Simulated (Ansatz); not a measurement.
# C₆H₁₄S: a ladder of functionals and wavefunction methods

How much do the methods differ for C₆H₁₄S? The plan is to run it at one geometry with functionals of several rungs and with coupled cluster, and see how far each lands from CCSD(T) at the basis-set limit for the atomisation energy.

Computed with Ansatz 0.2.0, Gaussian basis. Level: functionals in def2-TZVPP, the program's frozen cores in correlated methods.

The runs, in order: LDA (SPW92), PBE-D4, revPBE-D4, BLYP-D4, r2SCAN-D4, B97M-V, PBE0-D4, B3LYP-D4, r2SCANh-D4, r2SCAN0-D4, HSE06-D4, BHLYP-D4, CAM-B3LYP-D4, LC-ωPBE, ωB97X-V, ωB97M-V, B2PLYP, PBE-QIDH; CCSD(T)/def2-SVP; CCSD(T)/def2-TZVPP; MP2/def2-QZVPP; extrapolation to the limit; RPA on PBE.

1 further run of the same task is left out (it didn't finish). Runs told in other sessions of the task aren't counted.

### 1 The relaxed structure

An earlier PBE0-D4 in a triple-zeta def2 set relaxation fixed the geometry.

SMILES `CCSC(C)(C)C`, 21 atoms, charge 0, spin multiplicity 1.

Atoms are counted from 1 here; the program's logs count them from 0.

Bond lengths: C1–C2 1.518 Å, C1–H8 1.092 Å, C1–H9 1.092 Å, C1–H10 1.093 Å, C2–S3 1.805 Å, C2–H11 1.093 Å, C2–H12 1.092 Å, S3–C4 1.833 Å, C4–C5 1.522 Å, C4–C6 1.524 Å, C4–C7 1.522 Å, C5–H13 1.092 Å, C5–H14 1.091 Å, C5–H15 1.095 Å, C6–H16 1.094 Å, C6–H17 1.092 Å, C6–H18 1.092 Å, C7–H19 1.092 Å and more. Angles: C2–C1–H8 111.1°, C2–C1–H9 111.1°, C2–C1–H10 110.3°, H8–C1–H9 108.0°, H8–C1–H10 108.1°, H9–C1–H10 108.1°, C1–C2–S3 108.7°, C1–C2–H11 110.2°, C1–C2–H12 110.2°, S3–C2–H11 109.7°, S3–C2–H12 109.7°, H11–C2–H12 108.3°, C2–S3–C4 103.9°, S3–C4–C5 111.0°, S3–C4–C6 104.0°, S3–C4–C7 111.0°, C5–C4–C6 109.9°, C5–C4–C7 110.7° and more.

As a file:

```xyz
21
charge 0, multiplicity 1
C     1.5508   -2.0637   -1.9183
C     1.1572   -0.8004   -1.1752
S    -0.3036   -1.1487   -0.1733
C    -0.6570    0.4458    0.6592
C    -0.9652    1.5360   -0.3568
C    -1.8934    0.1559    1.5018
C     0.4986    0.8599    1.5586
H     0.7443   -2.4023   -2.5724
H     1.7824   -2.8730   -1.2223
H     2.4345   -1.8812   -2.5342
H     1.9763   -0.4712   -0.5316
H     0.9357    0.0004   -1.8847
H    -0.0972    1.7669   -0.9777
H    -1.7866    1.2384   -1.0111
H    -1.2513    2.4574    0.1611
H    -2.1871    1.0575    2.0470
H    -1.6976   -0.6350    2.2293
H    -2.7330   -0.1536    0.8754
H     1.4027    1.0709    0.9838
H     0.7276    0.0777    2.2845
H     0.2374    1.7728    2.1040
```

### 2 LDA

This LDA is Slater exchange with PW92 correlation.

File in.yaml:

```yaml
crystal:
  periodic: [false, false, false]
  atoms:
    - {symbol: C, position_ang: [1.550809, -2.063700, -1.918250]}
    - {symbol: C, position_ang: [1.157246, -0.800371, -1.175240]}
    - {symbol: S, position_ang: [-0.303605, -1.148676, -0.173311]}
    - {symbol: C, position_ang: [-0.657008, 0.445796, 0.659226]}
    - {symbol: C, position_ang: [-0.965212, 1.536010, -0.356824]}
    - {symbol: C, position_ang: [-1.893425, 0.155928, 1.501783]}
    - {symbol: C, position_ang: [0.498623, 0.859939, 1.558620]}
    - {symbol: H, position_ang: [0.744347, -2.402329, -2.572350]}
    - {symbol: H, position_ang: [1.782446, -2.872966, -1.222316]}
    - {symbol: H, position_ang: [2.434522, -1.881228, -2.534201]}
    - {symbol: H, position_ang: [1.976348, -0.471182, -0.531567]}
    - {symbol: H, position_ang: [0.935726, 0.000387, -1.884656]}
    - {symbol: H, position_ang: [-0.097153, 1.766931, -0.977683]}
    - {symbol: H, position_ang: [-1.786572, 1.238437, -1.011109]}
    - {symbol: H, position_ang: [-1.251296, 2.457383, 0.161085]}
    - {symbol: H, position_ang: [-2.187127, 1.057476, 2.047048]}
    - {symbol: H, position_ang: [-1.697603, -0.634988, 2.229343]}
    - {symbol: H, position_ang: [-2.733034, -0.153622, 0.875355]}
    - {symbol: H, position_ang: [1.402713, 1.070875, 0.983766]}
    - {symbol: H, position_ang: [0.727558, 0.077667, 2.284494]}
    - {symbol: H, position_ang: [0.237398, 1.772830, 2.103990]}
basis:
  gaussian: {orbitals: def2-TZVPP}
hamiltonian: {xc: lda}
output: {orbitals: {seedname: orbitals}}
```

Started as:

```bash
$ ansatz run in.yaml --threads 2 --pin off --events-out ev --progress --plain --max-ram 22528MiB --backend cuda --devices 0, --max-vram 18GiB
```

The runs that follow: PBE-D4 (GGA); revPBE-D4 (GGA); BLYP-D4 (GGA); r2SCAN-D4 (meta-GGA); B97M-V (meta-GGA); PBE0-D4 (hybrid); B3LYP-D4 (hybrid); r2SCANh-D4 (hybrid); r2SCAN0-D4 (hybrid); HSE06-D4 (hybrid); BHLYP-D4 (hybrid); CAM-B3LYP-D4 (range-separated); LC-ωPBE (range-separated); ωB97X-V (range-separated); ωB97M-V (range-separated); B2PLYP (double hybrid); PBE-QIDH (double hybrid); CCSD(T) in def2-SVP; CCSD(T) in def2-TZVPP; MP2 in def2-QZVPP; RPA on PBE orbitals.

Q: Predict the results of all the runs planned. Wanted: atomisation energy, CCSD(T)/CBS; farthest beyond LDA; mean size of error, GGA; mean size of error, meta-GGA; mean size of error, hybrid; mean size of error, range-separated; mean size of error, double hybrid; gap, smallest and largest; T1 diagnostic.

**Answer**, as computed:

| quantity | value |
| --- | --- |
| atomisation energy, CCSD(T)/CBS | 1950.7 kcal/mol |
| functionals within 9.8 kcal/mol (0.5 %) | revPBE-D4, r2SCAN-D4, B97M-V, B3LYP-D4, r2SCANh-D4, CAM-B3LYP-D4, LC-ωPBE, ωB97X-V, ωB97M-V, PBE-QIDH |
| farthest beyond LDA | BHLYP-D4 (-41.7 kcal/mol) |
| mean size of error, GGA | 17.0 kcal/mol |
| mean size of error, meta-GGA | 4.2 kcal/mol |
| mean size of error, hybrid | 13.9 kcal/mol |
| mean size of error, range-separated | 5.3 kcal/mol |
| mean size of error, double hybrid | 11.7 kcal/mol |
| gap, smallest and largest | 4.84 eV (LDA (SPW92)), 11.94 eV (LC-ωPBE) |
| T1 diagnostic | 0.0094 |
| triples share of the correlation energy | 4.0 % |

What this shows: The LDA atomisation energy is off by 260.6 kcal/mol (13 %): it overbinds. PBE-D4 is off by +33.4 kcal/mol. Double hybrids carry the basis error of their MP2 part in triple zeta, and no dispersion term here, so their miss is partly the set-up's. The rungs meta-GGA, range-separated miss on average by less than the doubt on the reference (9.8 kcal/mol), so they tie. Misses under about 9.8 kcal/mol are within the doubt on the reference itself, which lacks core-valence correlation, relativity and higher excitations. Hartree-Fock recovers 75 % of the binding; the rest is correlation. CCSD(T) in def2-SVP is off by -78.2 kcal/mol, worse than the median functional, from the basis alone. The gap grows from 4.8 to 11.9 eV across the functionals, mostly with the share of exact exchange.
